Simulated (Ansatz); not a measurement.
# Re: the cost of one run

Program: Ansatz 0.2.0. Level of theory: DFT PBEsol, scalar-relativistic. These are calculated values, not measurements.

## Step 1: Starting point

Symmetry: R-3m, No. 166, trigonal system. The conventional cell has a = 2.768 Å, b = 2.768 Å, c = 20.096 Å, α = 90.00°, β = 90.00°, γ = 120.00°. Re (site symmetry -3m) has 12 Re at 2.75 to 2.77 Å as nearest neighbours. Re (site symmetry 3m) has 12 Re at 2.74 to 2.77 Å as nearest neighbours.

As a file:

```xyz
3
Lattice="1.3839 0.7990 6.6986 -1.3839 0.7990 6.6986 0.0000 -1.5980 6.6986" Properties=species:S:1:pos:R:3 pbc="T T T"
Re    0.0000    0.0000    0.0000
Re    0.0000    0.0000    4.4648
Re    0.0000    0.0000   15.6311
```

Atoms are numbered in the order of the input: Re1, Re2, Re3.

## Step 2: The deformed structure

Space group R-3m before, R-3m after.

## Step 3: LAPW, all electrons

File input.yaml:

```yaml
crystal:
  lattice:
    - [1.3839231524, 0.7990084046, 6.7655941694]
    - [-1.3839231524, 0.7990084046, 6.7655941694]
    - [0.0, -1.5980168092, 6.7655941694]
  atoms:
    - { symbol: Re, position: [0.0, 0.0, 0.0] }
    - { symbol: Re, position: [0.22217388, 0.22217388, 0.22217388] }
    - { symbol: Re, position: [0.77782612, 0.77782612, 0.77782612] }
kpoints:
  mp_grid: { grid: [15, 15, 15] }
  band_path:
    path:
      - [0.0, 0.0, 0.0]
      - [0.5, 0.5, 0.5]
      - [0.8240351191, 0.1759648809, 0.5]
      - [0.5, -0.1759648809, 0.1759648809]
      - [0.5, 0.0, 0.0]
      - [0.0, 0.0, 0.0]
      - [0.3379824405, -0.3379824405, 0.0]
      - [0.6620175595, 0.0, 0.3379824405]
      - [0.5, 0.0, 0.5]
    npoints: 5
scf:
  occupations: { method: fermi_dirac, width: 0.05 }
hamiltonian:
  xc: pbesol
  pseudopotentials: { kind: all_electron, lapw: { basis_error: 0.0005 } }
output:
  forces: true
  stress: true
  eigenvalues: true
```

Command:

```
> ansatz run input.yaml --threads 1 --pin off --max-ram 6144MiB --backend cpu --events-out ev --progress --plain --runs-dir out
```

**Question.** How long does this run take on 1 thread of Arm Neoverse V1, shared host, and how much memory does it need?

About 11 min, with a peak of 2.9 GiB.
